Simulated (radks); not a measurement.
# Ni⁺ in [Ne] 3s1.5 3p6 3d9 4p0.5: an all-electron calculation

One table from this session's results is given with a row withheld; the runs are named, their logs left out.

Method: non-relativistic Kohn-Sham, exchange-only B88, spin-polarised, spherical densities, point nucleus; open shells are filled with parallel spins first. Code: radks (a radial shooting solver on a logarithmic mesh, Libxc functionals) version 1.

## The system

| Item | Value |
| --- | --- |
| element | nickel (Z = 28) |
| charge | +1 |
| electrons | 27 |
| configuration | [Ne] 3s1.5 3p6 3d9 4p0.5 |

Set-up of the first run:

Input:

```text
Z 28
configuration [Ne] 3s1.5 3p6 3d9 4p0.5 4s0 4d0
relativity non-relativistic
functional b88,
spin polarised
nucleus point
```

Run with:

```sh
$ python run_ks.py task.json out
```

This one command runs every case of the session in turn.

One table of the session follows, with a row left open; its other results are not shown here.

It belongs to the step «Radial structure». Sizes of the orbitals, from the radial functions (bohr):

```
  level      <r>  outermost maximum (interpolated)  90 % within  nodes
  1s up  0.05483                            0.0361       0.0976      0
1s down  0.05483                            0.0361       0.0976      0
  2s up   0.2483                             0.208        0.384      1
2s down   0.2482                             0.208        0.384      1
  2p up   0.2166                             0.166        0.354      0
2p down        ?                                 ?            ?      ?
  3s up   0.7506                             0.647         1.13      2
3s down   0.7526                             0.648         1.13      2
  3p up   0.7840                             0.650         1.21      1
3p down   0.7871                             0.651         1.22      1
  3d up    1.005                             0.629         1.77      0
3d down    1.026                             0.632         1.82      0
  4s up    2.642                              2.19         3.99      3
4s down    2.638                              2.18         3.98      3
  4p up    3.429                              2.80         5.25      2
4p down    3.485                              2.79         5.39      2
```

**Question.** Estimate the row for 2p down.

The run gave: <r>: 0.2165; outermost maximum (interpolated): 0.166; 90 % within: 0.354; nodes: 0. In the column «<r>» it lies between 1s down (0.05483) and 2p up (0.2166).
